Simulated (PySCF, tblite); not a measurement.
# C₂HF₃S₂: dynamics, then NMR shifts and electronic excitations on frames

Aim: move C₂HF₃S₂ (`FC(F)(F)SC=S`) away from its starting geometry and see how NMR shifts and electronic excitations follow the geometry.

Computed with tblite 0.8.0 and PySCF 2.14.0, with density-fitted response routines of our own, on a single molecule in the gas phase. Atoms count from 0, in the outputs and in this text.

## (1) The molecule as given

8 atoms, charge 0, multiplicity 1; geometry from: GFN2-xTB.

Bonds of the start (Å): F0–C1 1.33, C1–F2 1.32, C1–F3 1.33, C1–S4 1.84, S4–C5 1.75, C5–S6 1.61, C5–H7 1.08.

## (2) A short Langevin run with GFN2-xTB

Job settings and geometry (Å):

```
{"job": {"kind": "md", "xc": "GFN2-xTB", "basis": "xTB", "temperature": 600, "steps": 2000, "every": 50, "frames": 5}, "charge": 0, "multiplicity": 1}
F     -1.121441     1.192282     1.039418
C     -1.178525     0.196353     0.158204
F     -2.192071     0.420886    -0.659940
F     -1.428934    -0.918402     0.841216
S      0.391633     0.057713    -0.799640
C      1.481592    -0.233417     0.542986
S      3.065966    -0.452354     0.380061
H      0.990837    -0.253650     1.507964
```

Method: GFN2-xTB Langevin dynamics, gas phase.

Launch:

```
$ OMP_NUM_THREADS=1 python probes_run.py task.json out
```

This one command runs all jobs of the session in turn.

Log:

```text
t/fs     T/K      E/eV
    0.0   468.1   -692.14213
   25.0   387.5   -691.85532
   50.0   510.9   -691.82871
   75.0   444.9   -691.83826
  100.0   408.6   -691.79477
  125.0   345.2   -691.82070
  150.0   395.6   -692.01794
  175.0   374.8   -691.93285
  200.0   242.8   -691.80974
  225.0   639.9   -691.85987
  250.0   378.6   -691.68177
  275.0   430.5   -691.80184
  300.0   307.8   -691.75831
  325.0   564.5   -691.80366
  350.0   588.9   -691.89246
  375.0   661.8   -691.71929
  400.0   822.3   -691.68854
  425.0   703.5   -691.54083
  450.0   914.1   -691.77239
  475.0   586.4   -691.45859
  500.0   411.5   -691.55906
  525.0   622.4   -691.70069
  550.0   609.0   -691.68413
  575.0   477.5   -691.37701
  600.0   881.5   -691.72181
  625.0   690.8   -691.63275
  650.0   630.2   -691.70694
  675.0   597.3   -691.55290
  700.0   849.6   -691.70947
  725.0   625.1   -691.43730
  750.0   709.7   -691.45038
  775.0   805.9   -691.52432
  800.0   769.5   -691.38836
  825.0   834.8   -691.38574
  850.0   994.1   -691.54163
  875.0  1058.4   -691.58232
  900.0   839.3   -691.26981
  925.0   576.2   -691.18416
  950.0   844.1   -691.51806
  975.0   667.5   -691.30099
 1000.0   820.5   -691.28332
```

Run time: 30 s. Hardware: 1 thread of Intel Xeon at 2.50GHz, shared host; peak memory 0.18 GiB.

Distance from the start (root mean square after alignment): 0 fs 0.00 Å, 200 fs 0.38 Å, 400 fs 0.47 Å, 600 fs 0.17 Å, 800 fs 0.32 Å, 1000 fs 0.48 Å.

Positions (Å) and forces (eV/Å) at 1000 fs:

```xyz
8

F    -1.003    0.864    0.438   -0.717    0.785   -0.213
C    -1.433   -0.331    0.046    1.349    0.200    0.181
F    -1.950   -0.217   -1.181   -0.863   -0.163    1.201
F    -2.116   -0.814    1.088   -0.970    0.185   -1.109
S     0.092   -1.347   -0.082   -1.176   -1.821   -1.509
C     1.096   -0.489    0.861    4.538    1.184    1.654
S     2.546   -1.284    1.236   -1.224    0.551   -0.092
H     1.210    0.610    1.007   -0.937   -0.919   -0.113
```

## (3) Shielding tensors: 250 fs, PBE0/pcSseg-1

Job settings and geometry (Å):

```
{"job": {"kind": "nmr", "xc": "PBE0", "basis": "pcSseg-1", "pop": false}, "charge": 0, "multiplicity": 1}
F     -1.290900     1.311600     0.191100
C     -1.349300    -0.036300     0.105400
F     -2.317200    -0.219000    -0.734100
F     -1.626800    -0.498000     1.273400
S      0.156100    -1.082400    -0.347700
C      1.379600     0.044300     0.156800
S      2.907800    -0.062700     0.541900
H      0.949600     1.104500     0.138100
```

Method: GIAO PBE0/pcSseg-1 NMR shielding, non-relativistic, gas phase.

Log:

```text
coarse grid: 9304 points
cycle   1  E = -1171.7352650274  dE =  1.318e+00  |g| = 9.373e-01  |ddm| = 2.881e+00
cycle   2  E = -1171.4225264943  dE =  3.127e-01  |g| = 1.609e+00  |ddm| = 1.854e+00
cycle   3  E = -1171.8968165620  dE = -4.743e-01  |g| = 1.621e-01  |ddm| = 1.416e+00
cycle   4  E = -1171.9010873923  dE = -4.271e-03  |g| = 1.019e-01  |ddm| = 2.829e-01
cycle   5  E = -1171.9039790033  dE = -2.892e-03  |g| = 1.301e-02  |ddm| = 1.204e-01
cycle   6  E = -1171.9040144229  dE = -3.542e-05  |g| = 5.172e-03  |ddm| = 1.705e-02
cycle   7  E = -1171.9040199165  dE = -5.494e-06  |g| = 9.216e-04  |ddm| = 4.998e-03
final grid: 86096 points
cycle   8  E = -1171.9665715277  dE = -2.298e-05  |g| = 8.078e-03  |ddm| = 2.203e-02
cycle   9  E = -1171.9665389398  dE =  3.259e-05  |g| = 1.389e-02  |ddm| = 1.920e-02
cycle  10  E = -1171.9665855176  dE = -4.658e-05  |g| = 1.798e-03  |ddm| = 1.431e-02
cycle  11  E = -1171.9665864015  dE = -8.839e-07  |g| = 3.604e-04  |ddm| = 2.383e-03
cycle  12  E = -1171.9665864319  dE = -3.045e-08  |g| = 7.390e-05  |ddm| = 4.622e-04
cycle  13  E = -1171.9665864330  dE = -1.029e-09  |g| = 2.568e-05  |ddm| = 7.363e-05
cycle  14  E = -1171.9665864331  dE = -1.389e-10  |g| = 4.006e-06  |ddm| = 3.190e-05
converged SCF energy = -1171.9665864331

GIAO shielding tensors (ppm)
atom      isotropic    diamagn.    paramagn.     s11        s22        s33       span
  0 F      222.691     473.606    -250.915    138.515    200.013    329.545    191.030
  1 C       50.901     241.325    -190.423     44.776     49.768     58.160     13.384
  2 F      236.873     469.470    -232.597    184.870    219.467    306.282    121.412
  3 F      207.722     472.219    -264.497    154.814    177.369    290.982    136.168
  4 S       91.168    1053.779    -962.611   -148.463     64.827    357.141    505.603
  5 C      -38.581     260.781    -299.362   -191.569    -50.064    125.890    317.459
  6 S     -417.934    1054.786   -1472.720  -1806.152   -248.529    800.878   2607.030
  7 H       20.391      29.239      -8.848     14.824     17.452     28.896     14.072
```

Wall time 27 s (1 thread of Intel Xeon at 2.50GHz, shared host); peak memory 0.67 GiB.

Shifts follow as δ = σ(reference) − σ, with reference shieldings (ppm) from runs at the same level and on the same kind of geometry: 1H TMS 31.72, 13C TMS 186.9, 19F CFCl3 170.9, 33S CS2 504. The references are single molecules in the gas phase, so shifts against H2O, NH3, PH3, H3PO4 or CFCl3 are not on the usual liquid scales and can be off by tens of ppm. Each atom is listed at this fixed geometry, with no averaging over motion; a spectrum would average atoms that exchange fast.

| atoms | environment | σ (ppm) | δ (ppm) |
| --- | --- | --- | --- |
| C5 | thiocarbonyl carbon | -38.6 | 225.5 |
| C1 | CF3 carbon | 50.9 | 136.0 |
| H7 | hydrogen on a thiocarbonyl carbon | 20.39 | 11.33 |
| F3 | fluorine of an SCF3 group | 207.7 | -36.8 |
| F0 | fluorine of an SCF3 group | 222.7 | -51.7 |
| F2 | fluorine of an SCF3 group | 236.9 | -65.9 |
| S6 | thione sulfur | -418 | 922 |
| S4 | sulfide sulfur | 91 | 413 |

## (4) Excited states and response: 250 fs, PBE0/def2-SVPD

Settings changed since step 3:

```diff
@@ -1,2 +1,2 @@
-{"job": {"kind": "nmr", "xc": "PBE0", "basis": "pcSseg-1", "pop": false}, "charge": 0, "multiplicity": 1}
+{"job": {"kind": "uv", "xc": "PBE0", "basis": "def2-SVPD", "nstates": 5, "ntriplets": 0}, "charge": 0, "multiplicity": 1}
 F     -1.290900     1.311600     0.191100
```

Method: TDDFT PBE0/def2-SVPD, vertical, gas phase, core orbitals frozen in the response.

Log:

```text
coarse grid: 9304 points
cycle   1  E = -1171.2544588984  dE =  1.272e+00  |g| = 8.847e-01  |ddm| = 3.889e+00
cycle   2  E = -1170.9592407639  dE =  2.952e-01  |g| = 1.515e+00  |ddm| = 2.284e+00
cycle   3  E = -1171.4060448185  dE = -4.468e-01  |g| = 1.548e-01  |ddm| = 1.646e+00
cycle   4  E = -1171.4107175962  dE = -4.673e-03  |g| = 9.052e-02  |ddm| = 2.998e-01
cycle   5  E = -1171.4130734832  dE = -2.356e-03  |g| = 1.386e-02  |ddm| = 1.188e-01
cycle   6  E = -1171.4131195160  dE = -4.603e-05  |g| = 4.730e-03  |ddm| = 2.417e-02
cycle   7  E = -1171.4131247681  dE = -5.252e-06  |g| = 8.987e-04  |ddm| = 6.579e-03
final grid: 86096 points
cycle   8  E = -1171.5307478761  dE = -1.719e-05  |g| = 8.167e-03  |ddm| = 6.169e-02
cycle   9  E = -1171.5307115457  dE =  3.633e-05  |g| = 1.423e-02  |ddm| = 2.417e-02
cycle  10  E = -1171.5307634141  dE = -5.187e-05  |g| = 1.815e-03  |ddm| = 1.705e-02
cycle  11  E = -1171.5307643781  dE = -9.640e-07  |g| = 3.767e-04  |ddm| = 3.047e-03
cycle  12  E = -1171.5307644140  dE = -3.592e-08  |g| = 5.461e-05  |ddm| = 5.988e-04
cycle  13  E = -1171.5307644147  dE = -6.503e-10  |g| = 2.261e-05  |ddm| = 1.093e-04
converged SCF energy = -1171.5307644147

Static polarisability (au): isotropic 73.348, principal 50.856 61.447 107.740

Singlet excitations
state   eV       nm        f      main configurations
  1   2.6174    473.7   0.00006   H->L 1.00
  2   4.6149    268.7   0.01054   H->L+1 0.89, H-1->L 0.10
  3   4.8396    256.2   0.15901   H-1->L 0.76, H->L+1 0.11
  4   5.2696    235.3   0.01530   H-1->L+1 0.94
  5   6.3164    196.3   0.10280   H->L+2 0.54, H-2->L 0.20, H->L+3 0.15
```

Run time: 37 s. Hardware: 1 thread of Intel Xeon at 2.50GHz, shared host; peak memory 0.71 GiB.

Frontier orbitals and where they lie:

| orbital | eV | atoms |
| --- | --- | --- |
| HOMO−3 | -11.02 | S4 34 %, C5 23 %, S6 15 % |
| HOMO−2 | -10.43 | S4 33 %, C5 26 %, S6 20 % |
| HOMO−1 | -8.08 | S4 44 %, S6 31 %, C5 17 % |
| HOMO | -7.02 | S6 72 %, C5 16 %, S4 6 % |
| LUMO | -2.64 | S6 40 %, C5 38 %, S4 15 % |
| LUMO+1 | -1.21 | S4 50 %, C1 20 %, C5 10 % |
| LUMO+2 | 0.34 | S4 43 %, S6 18 %, C5 13 % |

With each of the 5 states as a Gaussian band of 0.4 eV half-width at 1/e, the curve within the window shown has maxima at 256 nm (ε 6,900), 196 nm (ε 4,200) L/(mol cm). Beyond the last state computed it falls off for lack of states. The curve at chosen wavelengths:

```tsv
nm	ε (L/mol/cm)
187	2372
204	2826
221	656
238	3500
255	6938
272	4277
289	1154
307	163
324	18
341	2
358	0
375	0
392	0
409	1
426	1
443	2
460	2
477	2
494	2
512	2
529	2
546	1
563	1
580	1
597	0
614	0
```

Ground-state properties from the same run:

| property | computed |
| --- | --- |
| dipole moment (D) | 1.28 |
| polarisability (Å³) | 10.87 |
| HOMO–LUMO gap (eV) | 4.39 |
| −ε(HOMO) (eV) | 7.02 |

## (5) NMR shieldings: 425 fs, PBE0/pcSseg-1

Job settings and geometry (Å):

```
{"job": {"kind": "nmr", "xc": "PBE0", "basis": "pcSseg-1", "pop": false}, "charge": 0, "multiplicity": 1}
F     -1.695100     1.128500    -0.452000
C     -1.417300    -0.258700    -0.414200
F     -2.167100    -0.837900    -1.345900
F     -1.980600    -0.566200     0.796000
S      0.440800    -0.693500    -0.682100
C      1.448100     0.077000     0.674500
S      2.831300    -0.717900     1.048500
H      1.053300     0.942600     1.071600
```

Level: GIAO PBE0/pcSseg-1 NMR shielding, non-relativistic, gas phase.

Log:

```text
coarse grid: 9304 points
cycle   1  E = -1171.6951717584  dE =  8.985e-01  |g| = 9.961e-01  |ddm| = 2.754e+00
cycle   2  E = -1171.1309114102  dE =  5.643e-01  |g| = 1.983e+00  |ddm| = 2.019e+00
cycle   3  E = -1171.8782036002  dE = -7.473e-01  |g| = 2.255e-01  |ddm| = 1.661e+00
cycle   4  E = -1171.8872057867  dE = -9.002e-03  |g| = 1.416e-01  |ddm| = 4.074e-01
cycle   5  E = -1171.8927937289  dE = -5.588e-03  |g| = 3.399e-02  |ddm| = 1.568e-01
cycle   6  E = -1171.8931224573  dE = -3.287e-04  |g| = 5.894e-03  |ddm| = 3.992e-02
cycle   7  E = -1171.8931300541  dE = -7.597e-06  |g| = 1.987e-03  |ddm| = 7.202e-03
final grid: 86096 points
cycle   8  E = -1171.9592403803  dE = -2.588e-05  |g| = 1.049e-02  |ddm| = 2.047e-02
cycle   9  E = -1171.9591574186  dE =  8.296e-05  |g| = 2.072e-02  |ddm| = 2.450e-02
cycle  10  E = -1171.9592638897  dE = -1.065e-04  |g| = 2.369e-03  |ddm| = 1.958e-02
cycle  11  E = -1171.9592653878  dE = -1.498e-06  |g| = 4.477e-04  |ddm| = 2.721e-03
cycle  12  E = -1171.9592654233  dE = -3.552e-08  |g| = 1.241e-04  |ddm| = 3.884e-04
cycle  13  E = -1171.9592654261  dE = -2.766e-09  |g| = 5.564e-05  |ddm| = 1.757e-04
cycle  14  E = -1171.9592654269  dE = -8.383e-10  |g| = 1.045e-05  |ddm| = 6.869e-05
converged SCF energy = -1171.9592654269

GIAO shielding tensors (ppm)
atom      isotropic    diamagn.    paramagn.     s11        s22        s33       span
  0 F      162.041     474.817    -312.776     45.274    102.670    338.178    292.904
  1 C       31.268     241.453    -210.184     13.814     38.500     41.491     27.677
  2 F      213.253     469.253    -256.000    156.314    189.908    293.537    137.222
  3 F      176.236     473.087    -296.851     84.688    129.379    314.642    229.954
  4 S       11.386    1053.611   -1042.225   -329.407     81.991    281.573    610.979
  5 C      -60.527     257.611    -318.138   -216.510    -66.654    101.583    318.093
  6 S     -622.874    1053.913   -1676.787  -2152.807   -408.968    693.154   2845.961
  7 H       20.693      30.871     -10.177     14.942     20.803     26.336     11.394
```

Wall time 26 s (1 thread of Intel Xeon at 2.50GHz, shared host); peak memory 0.7 GiB.

In short: δ C5 247.5, C1 155.7, F0 8.9, F3 -5.3, H7 11.02 ppm.

## (6) Excited states and response: 425 fs, PBE0/def2-SVPD

Settings changed since step 5:

```diff
@@ -1,2 +1,2 @@
-{"job": {"kind": "nmr", "xc": "PBE0", "basis": "pcSseg-1", "pop": false}, "charge": 0, "multiplicity": 1}
+{"job": {"kind": "uv", "xc": "PBE0", "basis": "def2-SVPD", "nstates": 5, "ntriplets": 0}, "charge": 0, "multiplicity": 1}
 F     -1.695100     1.128500    -0.452000
```

Level: TDDFT PBE0/def2-SVPD, vertical, gas phase, core orbitals frozen in the response.

Log:

```text
coarse grid: 9304 points
cycle   1  E = -1171.2164227316  dE =  8.503e-01  |g| = 9.383e-01  |ddm| = 3.701e+00
cycle   2  E = -1170.6891725158  dE =  5.273e-01  |g| = 1.864e+00  |ddm| = 2.528e+00
cycle   3  E = -1171.3876671534  dE = -6.985e-01  |g| = 2.097e-01  |ddm| = 1.945e+00
cycle   4  E = -1171.3968855643  dE = -9.218e-03  |g| = 1.258e-01  |ddm| = 4.269e-01
cycle   5  E = -1171.4014591214  dE = -4.574e-03  |g| = 3.202e-02  |ddm| = 1.589e-01
cycle   6  E = -1171.4017693940  dE = -3.103e-04  |g| = 5.417e-03  |ddm| = 4.771e-02
cycle   7  E = -1171.4017765479  dE = -7.154e-06  |g| = 1.725e-03  |ddm| = 8.657e-03
final grid: 86096 points
cycle   8  E = -1171.5230863179  dE = -1.318e-05  |g| = 1.093e-02  |ddm| = 5.213e-02
cycle   9  E = -1171.5229922907  dE =  9.403e-05  |g| = 2.160e-02  |ddm| = 3.143e-02
cycle  10  E = -1171.5231132575  dE = -1.210e-04  |g| = 2.537e-03  |ddm| = 2.385e-02
cycle  11  E = -1171.5231150777  dE = -1.820e-06  |g| = 4.504e-04  |ddm| = 3.425e-03
cycle  12  E = -1171.5231151188  dE = -4.119e-08  |g| = 1.104e-04  |ddm| = 6.442e-04
cycle  13  E = -1171.5231151211  dE = -2.300e-09  |g| = 5.399e-05  |ddm| = 2.072e-04
cycle  14  E = -1171.5231151220  dE = -8.656e-10  |g| = 1.181e-05  |ddm| = 8.837e-05
converged SCF energy = -1171.5231151220

Static polarisability (au): isotropic 76.792, principal 53.330 60.384 116.662

Singlet excitations
state   eV       nm        f      main configurations
  1   2.4130    513.8   0.00031   H->L 0.98
  2   4.0275    307.8   0.08958   H-1->L 0.89
  3   5.3128    233.4   0.00613   H->L+1 0.83, H-1->L+1 0.09
  4   5.6352    220.0   0.00682   H-2->L 0.53, H->L+2 0.24, H-1->L+1 0.12
  5   5.7584    215.3   0.00192   H-1->L+1 0.71, H-2->L 0.10
```

It took 38 s on 1 thread of Intel Xeon at 2.50GHz, shared host; peak memory 0.71 GiB.

This run: HOMO -7.62 eV, LUMO -3.45 eV; lowest singlet 2.41 eV.

## (7) NMR shieldings: 625 fs, PBE0/pcSseg-1

Job settings and geometry (Å):

```
{"job": {"kind": "nmr", "xc": "PBE0", "basis": "pcSseg-1", "pop": false}, "charge": 0, "multiplicity": 1}
F     -0.947400     1.154800    -0.676700
C     -1.168000    -0.175800    -0.598100
F     -1.950900    -0.582000    -1.584200
F     -1.742200    -0.728300     0.528800
S      0.342200    -1.125100    -0.986500
C      1.252900    -0.646400     0.534200
S      2.671800    -1.209700     1.046500
H      0.713600     0.226600     0.973300
```

Level: GIAO PBE0/pcSseg-1 NMR shielding, non-relativistic, gas phase.

Log:

```text
coarse grid: 9304 points
cycle   1  E = -1171.7209021353  dE =  1.077e+00  |g| = 9.584e-01  |ddm| = 2.825e+00
cycle   2  E = -1171.3324719664  dE =  3.884e-01  |g| = 1.745e+00  |ddm| = 1.808e+00
cycle   3  E = -1171.8921570295  dE = -5.597e-01  |g| = 1.804e-01  |ddm| = 1.376e+00
cycle   4  E = -1171.8974185396  dE = -5.262e-03  |g| = 1.149e-01  |ddm| = 2.939e-01
cycle   5  E = -1171.9011137794  dE = -3.695e-03  |g| = 1.345e-02  |ddm| = 1.219e-01
cycle   6  E = -1171.9011502872  dE = -3.651e-05  |g| = 5.729e-03  |ddm| = 1.899e-02
cycle   7  E = -1171.9011579756  dE = -7.688e-06  |g| = 9.802e-04  |ddm| = 6.321e-03
final grid: 86096 points
cycle   8  E = -1171.9667469840  dE = -2.539e-05  |g| = 9.736e-03  |ddm| = 2.128e-02
cycle   9  E = -1171.9666877888  dE =  5.920e-05  |g| = 1.813e-02  |ddm| = 2.253e-02
cycle  10  E = -1171.9667673432  dE = -7.955e-05  |g| = 2.147e-03  |ddm| = 1.712e-02
cycle  11  E = -1171.9667685681  dE = -1.225e-06  |g| = 4.780e-04  |ddm| = 2.626e-03
cycle  12  E = -1171.9667686166  dE = -4.849e-08  |g| = 1.070e-04  |ddm| = 4.985e-04
cycle  13  E = -1171.9667686184  dE = -1.795e-09  |g| = 3.650e-05  |ddm| = 8.639e-05
cycle  14  E = -1171.9667686187  dE = -2.497e-10  |g| = 7.885e-06  |ddm| = 3.769e-05
converged SCF energy = -1171.9667686187

GIAO shielding tensors (ppm)
atom      isotropic    diamagn.    paramagn.     s11        s22        s33       span
  0 F      213.135     473.770    -260.635    127.066    187.437    324.901    197.834
  1 C       40.134     241.101    -200.967     30.261     41.829     48.311     18.050
  2 F      227.578     469.655    -242.077    175.313    217.076    290.346    115.033
  3 F      180.935     474.042    -293.107     88.763    133.878    320.163    231.400
  4 S       16.851    1053.862   -1037.011   -393.118    136.120    307.551    700.668
  5 C      -52.762     260.570    -313.332   -209.057    -54.424    105.195    314.252
  6 S     -476.181    1054.406   -1530.588  -1815.942   -351.382    738.780   2554.722
  7 H       20.245      30.305     -10.060     15.574     18.048     27.114     11.539
```

Wall time 28 s (1 thread of Intel Xeon at 2.50GHz, shared host); peak memory 0.68 GiB.

This run: δ C5 239.7, C1 146.8, F3 -10.0, F0 -42.2, H7 11.47 ppm.

## (8) Ultraviolet spectrum: 625 fs, PBE0/def2-SVPD

Settings changed since step 7:

```diff
@@ -1,2 +1,2 @@
-{"job": {"kind": "nmr", "xc": "PBE0", "basis": "pcSseg-1", "pop": false}, "charge": 0, "multiplicity": 1}
+{"job": {"kind": "uv", "xc": "PBE0", "basis": "def2-SVPD", "nstates": 5, "ntriplets": 0}, "charge": 0, "multiplicity": 1}
 F     -0.947400     1.154800    -0.676700
```

Method: TDDFT PBE0/def2-SVPD, vertical, gas phase, core orbitals frozen in the response.

Log:

```text
coarse grid: 9304 points
cycle   1  E = -1171.2414379336  dE =  1.030e+00  |g| = 9.038e-01  |ddm| = 3.847e+00
cycle   2  E = -1170.8788077149  dE =  3.626e-01  |g| = 1.638e+00  |ddm| = 2.287e+00
cycle   3  E = -1171.4012478047  dE = -5.224e-01  |g| = 1.732e-01  |ddm| = 1.645e+00
cycle   4  E = -1171.4072124068  dE = -5.965e-03  |g| = 9.994e-02  |ddm| = 3.106e-01
cycle   5  E = -1171.4100818584  dE = -2.869e-03  |g| = 1.426e-02  |ddm| = 1.176e-01
cycle   6  E = -1171.4101272896  dE = -4.543e-05  |g| = 5.233e-03  |ddm| = 2.449e-02
cycle   7  E = -1171.4101345091  dE = -7.219e-06  |g| = 9.966e-04  |ddm| = 7.842e-03
final grid: 86096 points
cycle   8  E = -1171.5308687940  dE = -1.632e-05  |g| = 1.006e-02  |ddm| = 5.651e-02
cycle   9  E = -1171.5308003418  dE =  6.845e-05  |g| = 1.896e-02  |ddm| = 2.895e-02
cycle  10  E = -1171.5308920495  dE = -9.171e-05  |g| = 2.229e-03  |ddm| = 2.088e-02
cycle  11  E = -1171.5308934301  dE = -1.381e-06  |g| = 4.774e-04  |ddm| = 3.197e-03
cycle  12  E = -1171.5308934819  dE = -5.187e-08  |g| = 8.556e-05  |ddm| = 6.953e-04
cycle  13  E = -1171.5308934832  dE = -1.296e-09  |g| = 3.626e-05  |ddm| = 1.361e-04
cycle  14  E = -1171.5308934835  dE = -2.763e-10  |g| = 9.302e-06  |ddm| = 5.098e-05
converged SCF energy = -1171.5308934835

Static polarisability (au): isotropic 73.816, principal 52.596 60.729 108.122

Singlet excitations
state   eV       nm        f      main configurations
  1   2.5958    477.6   0.00006   H->L 1.00
  2   4.5099    274.9   0.12765   H-1->L 0.84, H->L+1 0.10
  3   5.1036    242.9   0.05055   H->L+1 0.89, H-1->L 0.08
  4   5.3964    229.8   0.00454   H-1->L+1 0.96
  5   6.4153    193.3   0.00826   H-2->L 0.48, H-3->L 0.42
```

It took 40 s on 1 thread of Intel Xeon at 2.50GHz, shared host; peak memory 0.71 GiB.

In short: HOMO -7.24 eV, LUMO -2.86 eV; lowest singlet 2.60 eV.

[end of part 1 of 2]
